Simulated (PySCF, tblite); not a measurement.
**C5H6NOS radical: geometry, infrared bands and EPR parameters**

Wanted: the infrared bands and EPR parameters of C5H6NOS radical (`COC(=S)[CH]CC#N`), by calculation.

Computed with tblite 0.8.0 and PySCF 2.14.0, with density-fitted response routines of our own, on a single molecule in the gas phase. Atoms are numbered from 0 throughout.

**1. Starting geometry**

14 atoms, charge 0, multiplicity 2; geometry from: force field or distance geometry start.

Bonds of the start (Å): C0–O1 1.45, O1–C2 1.37, C2–S3 1.65, C2–C4 1.48, C4–C5 1.50, C5–C6 1.47, C6–N7 1.16, C0–H8 1.09, C0–H9 1.09, C0–H10 1.09, C4–H11 1.08, C5–H12 1.10, C5–H13 1.10.

**2. Optimising the geometry with GFN2-xTB**

Job settings and geometry (Å):

```
{"job": {"kind": "relax", "xc": "GFN2-xTB", "basis": "xTB"}, "charge": 0, "multiplicity": 2}
C      2.019000    -0.532200    -1.120800
O      0.719000    -0.352300    -0.501800
C      0.569000    -0.413900     0.855900
S      1.768900    -0.758900     1.927600
C     -0.838100    -0.122000     1.201900
C     -1.877100     0.181500     0.162300
C     -1.816600     1.599100    -0.234100
N     -1.780700     2.719700    -0.533400
H      1.876100    -0.395900    -2.194900
H      2.381500    -1.543400    -0.944300
H      2.712500     0.227100    -0.769100
H     -1.113300    -0.101700     2.245200
H     -2.864200    -0.039900     0.596000
H     -1.756700    -0.467600    -0.712800
```

Command:

```bash
$ OMP_NUM_THREADS=1 python probes_run.py task.json out
```

One launch serves the whole session: the jobs run in the order shown.

**Question.** This job is followed by: GFN2-xTB harmonic vibrations, gas phase; UKS B3LYP, pcH-1 on C H N O S, non-relativistic, mean-field spin-orbit, GIAO. Predict these results of the whole session: strongest single infrared mode (GFN2-xTB); zero-point energy (GFN2-xTB); g(iso) (B3LYP); ⟨S²⟩; largest a(iso) (averaged by class); surface potential, 1st and 99th percentile; property runs in this session.

The runs gave:

```
                                 quantity                                            value
strongest single infrared mode (GFN2-xTB)                            2412 cm⁻¹, 286 km/mol
             zero-point energy (GFN2-xTB)                                    62.1 kcal/mol
                           g(iso) (B3LYP)                                          2.02751
                                     ⟨S²⟩                               0.771 (exact 0.75)
       largest a(iso) (averaged by class)                              13C on C4, 51.8 MHz
    surface potential, 1st and 99th percentile                               -1.73 V and 1.50 V
            property runs in this session  1, of which 0 failed and 1 gave unsound results
```

**Reading.** Relaxing lowered the energy by 0.414 eV in 114 steps; the close pair that moved most is C2–C4, from 1.478 to 1.367 Å. All 36 modes are real, so the xTB geometry is a minimum. The strongest single mode, at 2412 cm⁻¹, moves mainly C6 and N7. Unscaled tight-binding wavenumbers are off by several per cent, some by more. Its intensities can rank the bands wrongly. The largest spin populations lie on C4 (0.61 e), S3 (0.57 e). The isotropic g lies 25.2 ppt above the free-electron value. These values are not to be trusted: the run shows a large g shift, which the driver flags as unsure.
